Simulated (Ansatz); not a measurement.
# Zr2Si4GePd: the cost of one run

Computed with Ansatz 0.2.0 (DFT PBE, scalar-relativistic, plane waves, PAW, unless a step names another level, unless a step's input says otherwise).

6 further runs of the same task are left out: 5 that didn't finish, 1 set aside as unsound or not needed. Runs told in other sessions of the task aren't counted.

### Step 1. The structure to begin with

It takes space group Pmmn (No. 59, orthorhombic). Conventional cell: a = 3.654 Å, b = 3.876 Å, c = 19.543 Å, α = 90.00°, β = 90.00°, γ = 90.00°. Zr (site symmetry mm2) is surrounded by 6 Si at 2.79 to 2.81 Å and 4 Pd at 3.08 Å. Zr (site symmetry mm2) has 6 Si at 2.80 to 2.85 Å and 4 Ge at 3.09 Å in its first shell of neighbours. Si (site symmetry mm2) is surrounded by 4 Pd at 2.44 to 2.45 Å and 4 Si at 2.67 Å. Si (site symmetry mm2) is surrounded by 2 Si at 2.34 Å and 1 Pd at 2.38 Å and 6 Zr at 2.79 to 2.85 Å. Around Si (site symmetry mm2) lie 2 Ge at 2.56 Å. Around Si (site symmetry mm2) lie 2 Si at 2.34 Å and 1 Ge at 2.44 Å and 6 Zr at 2.80 to 2.81 Å. Ge (site symmetry mm2) has 3 Si at 2.44 to 2.56 Å in its first shell of neighbours. Pd (site symmetry mm2) has 5 Si at 2.38 to 2.45 Å in its first shell of neighbours.

As a file:

```cif
data_structure
_symmetry_space_group_name_H-M 'Pmmn:1'
_symmetry_Int_Tables_number 59
_cell_length_a 3.6544
_cell_length_b 3.8756
_cell_length_c 19.5432
_cell_angle_alpha 90.000
_cell_angle_beta 90.000
_cell_angle_gamma 90.000
_cell_volume 276.80
loop_
_atom_site_label
_atom_site_type_symbol
_atom_site_symmetry_multiplicity
_atom_site_Wyckoff_symbol
_atom_site_fract_x
_atom_site_fract_y
_atom_site_fract_z
_atom_site_occupancy
Zr1 Zr 2 b 0.50000 0.00000 0.15903 1
Zr2 Zr 2 a 0.00000 0.00000 0.68704 1
Si1 Si 2 a 0.00000 0.00000 0.00388 1
Si2 Si 2 b 0.00000 0.50000 0.20113 1
Si3 Si 2 b 0.50000 0.00000 0.52114 1
Si4 Si 2 a 0.00000 0.00000 0.26802 1
Ge1 Ge 2 a 0.00000 0.00000 0.39296 1
Pd1 Pd 2 b 0.50000 0.00000 0.92048 1
```

It came out lowest among 17 distinct ends of the trial cells. At a tolerance of 0.05 Å it has space group Pmmn (No. 59).

### Step 2. Relaxing to 0.001 eV/Å, on the response runs' mesh and smearing

File input.yaml:

```yaml
crystal:
  lattice:
    - [3.6544485448, 0.0, 0.0]
    - [0.0, 3.8756232024, 0.0]
    - [0.0, 0.0, 19.5432078787]
  atoms:
    - { symbol: Zr, position: [0.5, 1.0, 0.1590307877] }
    - { symbol: Zr, position: [0.0, 0.5, 0.8409692123] }
    - { symbol: Zr, position: [1.0, 0.0, 0.6870390033] }
    - { symbol: Zr, position: [0.5, 0.5, 0.3129609967] }
    - { symbol: Si, position: [0.0, 0.0, 0.0038799332] }
    - { symbol: Si, position: [0.5, 0.5, 0.9961200668] }
    - { symbol: Si, position: [0.0, 0.5, 0.2011291652] }
    - { symbol: Si, position: [0.5, 0.0, 0.7988708348] }
    - { symbol: Si, position: [0.5, 0.0, 0.5211352036] }
    - { symbol: Si, position: [1.0, 0.5, 0.4788647964] }
    - { symbol: Si, position: [1.0, 1.0, 0.2680216742] }
    - { symbol: Si, position: [0.5, 0.5, 0.7319783258] }
    - { symbol: Ge, position: [1.0, 1.0, 0.3929617654] }
    - { symbol: Ge, position: [0.5, 0.5, 0.6070382346] }
    - { symbol: Pd, position: [0.5, 0.0, 0.920483913] }
    - { symbol: Pd, position: [0.0, 0.5, 0.079516087] }
basis:
  ecutwfc: 420
kpoints:
  mp_grid: { grid: [8, 8, 2] }
hamiltonian:
  xc: pbe
scf:
  occupations: { method: gaussian, width: 0.1 }
output:
  forces: true
  stress: true
  eigenvalues: true
relax:
  adjacent_minimum: "off"
  f_tol: 0.001
  max_steps: 60
  cell: { stress_tol: 0.01 }
```

The run is started by

```
> ansatz run input.yaml --threads 3 --pin off --max-ram 7680MiB --backend cpu --events-out ev --progress --plain --runs-dir out
```

Q: Estimate wall time and peak memory on 3 threads of Intel Xeon Platinum 8259CL at 2.50GHz (Skylake/Cascade Lake), shared host.

About 4.9 min, with a peak of 1.4 GiB.
